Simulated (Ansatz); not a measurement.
# LaHg2: the cost of one run

Computed with Ansatz 0.2.0 (DFT PBEsol, scalar-relativistic, unless a step's input says otherwise).

### Step 1. The starting structure

It takes space group P-3m1 (No. 164, trigonal). The conventional cell has a = 4.960 Å, b = 4.960 Å, c = 3.650 Å, α = 90.00°, β = 90.00°, γ = 120.00°. La (site symmetry -3m) has 12 Hg at 3.30 to 3.50 Å and 2 La at 3.65 Å in its first shell of neighbours. Hg (site symmetry 3m) has 3 Hg at 2.89 Å and 3 La at 3.30 Å in its first shell of neighbours.

Coordinates:

```
CELL_PARAMETERS angstrom
4.96000 0.00000 0.00000
-2.48000 4.29549 0.00000
0.00000 0.00000 3.65000
ATOMIC_POSITIONS crystal
La 0.00000 0.00000 0.00000
Hg 0.33333 0.66667 0.45000
Hg 0.66667 0.33333 0.55000
```

Atoms are numbered in the order of the input: La1, Hg2, Hg3.

### Step 2. Volume × 0.94, LAPW

Contents of input.yaml:

```yaml
crystal:
  lattice:
    - [4.8587487948, 0.0, 0.0]
    - [-2.4293743974, 4.2077998868, 0.0]
    - [0.0, 0.0, 3.5754892968]
  atoms:
    - { symbol: La, position: [0.0, 0.0, 0.0] }
    - { symbol: Hg, position: [0.3333333333, 0.6666666667, 0.45] }
    - { symbol: Hg, position: [0.6666666667, 0.3333333333, 0.55] }
kpoints:
  mp_grid: { grid: [10, 10, 11] }
  band_path:
    path:
      - [0.0, 0.0, 0.0]
      - [0.5, 0.0, 0.0]
      - [0.3333333333, 0.3333333333, 0.0]
      - [0.0, 0.0, 0.0]
      - [0.0, 0.0, 0.5]
      - [0.5, 0.0, 0.5]
      - [0.3333333333, 0.3333333333, 0.5]
      - [0.0, 0.0, 0.5]
      - [0.5, 0.0, 0.5]
    npoints: 5
scf:
  occupations: { method: fermi_dirac, width: 0.03 }
hamiltonian:
  xc: pbesol
  pseudopotentials: { kind: all_electron, lapw: { basis_error: 0.0005 } }
output:
  forces: true
  stress: true
  eigenvalues: true
```

Run with:

```sh
$ ansatz run input.yaml --threads 1 --pin off --max-ram 4096MiB --backend cpu --events-out ev --progress --plain --runs-dir out
```

What time and memory should one allow on 1 thread of Intel Xeon Platinum 8488C (Sapphire Rapids), shared host?

About 2.3 min, with a peak of 1.3 GiB.
